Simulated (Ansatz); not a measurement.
**F2H4InNSiTe: how energies converge with the basis set**

One table from this session's results is given with a row withheld; the runs are named, their logs left out.

Computed with Ansatz 0.2.0, Gaussian basis. Level: one geometry, several basis sets.

Levels to be run: PBE0-D4/def2-SVP; ωB97M-V/def2-SVP; PBE0-D4/def2-QZVPP; ωB97M-V/def2-QZVPP; the functionals' def2-TZVPP values are taken from earlier runs.

## The relaxed structure

The geometry comes from an earlier relaxation with PBE0-D4 in a triple-zeta def2 set; it is a stationary point, not always the lowest conformer. Te, In take the def2 core potential; no spin-orbit term is included.

SMILES `N[Si](F)(F)[Te][InH2]`, 10 atoms, charge 0, spin multiplicity 1.

Atoms are counted from 1 here; the program's logs count them from 0.

Bond lengths: N1–Si2 1.778 Å, N1–H7 1.015 Å, N1–H8 1.015 Å, Si2–F3 1.589 Å, Si2–F4 1.589 Å, Si2–Te5 2.407 Å, Te5–In6 2.833 Å, In6–H9 1.715 Å, In6–H10 1.715 Å. Angles: Si2–N1–H7 113.7°, Si2–N1–H8 113.7°, H7–N1–H8 108.2°, N1–Si2–F3 105.1°, N1–Si2–F4 105.2°, N1–Si2–Te5 107.6°, F3–Si2–F4 105.5°, F3–Si2–Te5 116.2°, F4–Si2–Te5 116.2°, Si2–Te5–In6 73.9°, Te5–In6–H9 113.0°, Te5–In6–H10 113.0°, H9–In6–H10 130.6°.

Set-up of the first run:

File in.yaml:

```yaml
crystal:
  periodic: [false, false, false]
  atoms:
    - {symbol: N, position_ang: [0.393372, -0.830956, 0.011464]}
    - {symbol: Si, position_ang: [-0.429194, -0.052329, -1.358932]}
    - {symbol: F, position_ang: [0.640658, -0.044110, -2.533343]}
    - {symbol: F, position_ang: [-1.549344, -1.083170, -1.813300]}
    - {symbol: Te, position_ang: [-1.205913, 2.100162, -0.613726]}
    - {symbol: In, position_ang: [0.102487, 0.924371, 1.606965]}
    - {symbol: H, position_ang: [-0.050254, -1.690461, 0.318253]}
    - {symbol: H, position_ang: [1.374699, -1.024874, -0.159099]}
    - {symbol: H, position_ang: [-0.985216, 0.213164, 2.726132]}
    - {symbol: H, position_ang: [1.708706, 1.488201, 1.815575]}
basis:
  gaussian: {orbitals: def2-SVP}
hamiltonian: {xc: pbe0, dispersion: d4}
output: {orbitals: {seedname: orbitals}}
```

Run with:

```console
ansatz run in.yaml --threads 2 --pin off --events-out ev --progress --plain --max-ram 20480MiB --backend cpu
```

Steps of the session up to this table: PBE0-D4 in def2-SVP; ωB97M-V in def2-SVP; PBE0-D4 in def2-QZVPP; ωB97M-V in def2-QZVPP.

One table of the session follows, with a row left open; its other results are not shown here.

```
functional       basis  HOMO (eV)
   PBE0-D4    def2-SVP      -6.39
   PBE0-D4  def2-TZVPP      -6.48
   PBE0-D4  def2-QZVPP      -6.51
   ωB97M-V    def2-SVP      -8.39
   ωB97M-V  def2-TZVPP          ?
   ωB97M-V  def2-QZVPP      -8.54
```

Estimate the missing values for ωB97M-V, def2-TZVPP.

**Answer.** HOMO (eV): -8.51. In the column «HOMO (eV)» it lies between ωB97M-V, def2-QZVPP (-8.54) and ωB97M-V, def2-SVP (-8.39).
